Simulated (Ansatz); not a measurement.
# AlN: the cost of one run

Computed with Ansatz 0.2.0 through its Python package. Level of theory: DFT LDA, plane waves, PAW.

## (1) The system

Symmetry: F-43m, No. 216, cubic system. The conventional cell has a = 4.368 Å, b = 4.368 Å, c = 4.368 Å, α = 90.00°, β = 90.00°, γ = 90.00°. Al (site symmetry -43m) is surrounded by 4 N at 1.89 Å. Around N (site symmetry -43m) lie 4 Al at 1.89 Å.

The script holds or builds the structure itself.

## (2) The code

Contents of aln_eps.py:

```python
import ansatz
import numpy as np

KSPACING = 0.4
FILLING = "fixed"

system = (
    ansatz.Lattice.fcc(4.367987)
    .space_group(216)
    .atom("Al", (0.0, 0.0, 0.0))
    .atom("N", (0.25, 0.25, 0.25))
    .primitive()
)

setup = system.calculation()
setup = setup.kpoints(spacing=KSPACING)
setup = setup.functional(ansatz.Functional.LDA)
setup = setup.occupations(FILLING)
setup = setup.dielectric()
result = setup.run(threads=1, backend="cpu")
response = result.dielectric
eps = np.asarray(response.eps_inf)

values = np.linalg.eigvalsh(eps)
print("principal values of eps_inf:", np.round(values, 3))
print("refractive indices:", np.round(np.sqrt(values), 3))
for site, z in zip(result.lattice.sites, response.zstar_e):
    print(f"{site.symbol:2s} Z* trace/3 = {np.trace(z) / 3:+.3f} e")
print(f"charge neutrality missed by {response.zstar_sum_residual_pre_e:.4f} e before the sum rule")
```

## (3) The calls as engine input

The package turns the script's settings into the engine's input:

```yaml
crystal:
  lattice:
    bravais: fcc
    a: 4.367987
  space_group: 216
  atoms:
    - { symbol: Al, position: [0.0, 0.0, 0.0] }
    - { symbol: "N", position: [0.25, 0.25, 0.25] }
  reduce_to_primitive: true
kpoints:
  mp_grid:
    kspacing: 0.4
hamiltonian:
  xc: lda
scf:
  occupations:
    method: fixed
dielectric: {}
```

## (4) Running it

Started as:

```sh
> python aln_eps.py
```

Q: Estimate wall time and peak memory on 1 thread of Arm Neoverse V2, shared host.

About 10 s, with a peak of 0.4 GiB.
